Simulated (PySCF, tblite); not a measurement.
# C₆H₁₆NOP: geometry, infrared bands and NMR shifts

Aim: predict the infrared bands and NMR shifts of C₆H₁₆NOP (`CC(C)(C)[P@@](C)(=N)CO`).

Programs: tblite 0.8.0 and PySCF 2.14.0, with density-fitted response routines of our own. Each step states its level of theory. These are calculated values for one molecule in the gas phase, unless marked as measured. Atoms count from 0, in the outputs and in this text.

### Step 1. Starting geometry

25 atoms, charge 0, multiplicity 1; geometry from: force field or distance geometry start.

Bonds of the start (Å): C0–C1 1.51, C1–C2 1.52, C1–C3 1.51, C1–P4 1.80, P4–C5 1.81, P4–N6 1.58, P4–C7 1.81, C7–O8 1.41, C0–H9 1.12, C0–H10 1.10, C0–H11 1.11, C2–H12 1.12, C2–H13 1.12, C2–H14 1.09, C3–H15 1.11, C3–H16 1.12, C3–H17 1.11, C5–H18 1.10, C5–H19 1.12, C5–H20 1.11, N6–H21 1.03, C7–H22 1.11, C7–H23 1.09, O8–H24 1.00.

### Step 2. Relaxing the molecule with GFN2-xTB

Job settings and geometry (Å):

```
{"job": {"kind": "relax", "xc": "GFN2-xTB", "basis": "xTB"}, "charge": 0, "multiplicity": 1}
C     -1.551800     0.701700    -0.935900
C     -0.896000    -0.156800     0.117500
C     -1.339100     0.393300     1.460500
C     -1.403000    -1.562900    -0.127600
P      0.900800    -0.210700    -0.030500
C      1.654300    -0.100100     1.611900
N      1.331900    -1.570800    -0.716600
C      1.578000     1.115900    -1.059900
O      1.226800     0.813700    -2.387700
H     -2.633200     0.416200    -0.916200
H     -1.464000     1.767500    -0.662300
H     -1.132600     0.491500    -1.938300
H     -2.381700     0.086900     1.712000
H     -1.380300     1.506200     1.318600
H     -0.654500     0.198000     2.282900
H     -0.848300    -2.308500     0.487200
H     -2.502500    -1.615800     0.074500
H     -1.297300    -1.742000    -1.221100
H      1.167100    -0.788900     2.322100
H      2.710200    -0.446900     1.506700
H      1.668300     0.957100     1.954200
H      1.454400    -2.367100    -0.072600
H      2.689100     1.100200    -0.992100
H      1.207700     2.103600    -0.777000
H      1.885000     1.242800    -3.001100
```

Launch:

```bash
OMP_NUM_THREADS=1 python probes_run.py task.json out
```

One launch serves the whole session: the jobs run in the order shown.

**Question.** This job is followed by: GFN2-xTB harmonic vibrations, gas phase; GIAO PBE0/pcSseg-1 NMR shielding, non-relativistic, gas phase. What will the session give for the following? strongest single infrared mode (GFN2-xTB); zero-point energy (GFN2-xTB); ¹³C shifts against TMS (PBE0/pcSseg-1, means over atoms taken as alike); ¹H shifts against TMS (PBE0/pcSseg-1, means over atoms taken as alike); ³¹P shifts against H3PO4 (PBE0/pcSseg-1); ¹⁵N shifts against NH3 (PBE0/pcSseg-1); ¹⁷O shifts against H2O (PBE0/pcSseg-1).

**Answer**, as computed:

| quantity | value |
| --- | --- |
| strongest single infrared mode (GFN2-xTB) | 485 cm⁻¹, 215 km/mol |
| zero-point energy (GFN2-xTB) | 133.3 kcal/mol |
| ¹³C shifts against TMS (PBE0/pcSseg-1, means over atoms taken as alike) | 60.0, 38.4, 25.3, 14.5 ppm |
| ¹H shifts against TMS (PBE0/pcSseg-1, means over atoms taken as alike) | 4.23, 3.90, 3.70, 1.11, 1.08, 0.28 ppm |
| ³¹P shifts against H3PO4 (PBE0/pcSseg-1) | 7.5 ppm |
| ¹⁵N shifts against NH3 (PBE0/pcSseg-1) | 24.3 ppm |
| ¹⁷O shifts against H2O (PBE0/pcSseg-1) | 3.7 ppm |

What this shows: Relaxing lowered the energy by 1.389 eV in 165 steps; the close pair that moved most is C1–P4, from 1.804 to 1.889 Å. No mode is imaginary among the 69: a minimum at this level. The strongest single mode, at 485 cm⁻¹, moves mainly H24. Unscaled tight-binding wavenumbers are off by several per cent, some by more. Its intensities can rank the bands wrongly. At PBE0/pcSseg-1: The largest span, 203 ppm, is at P4, where the paramagnetic term is -657 ppm.
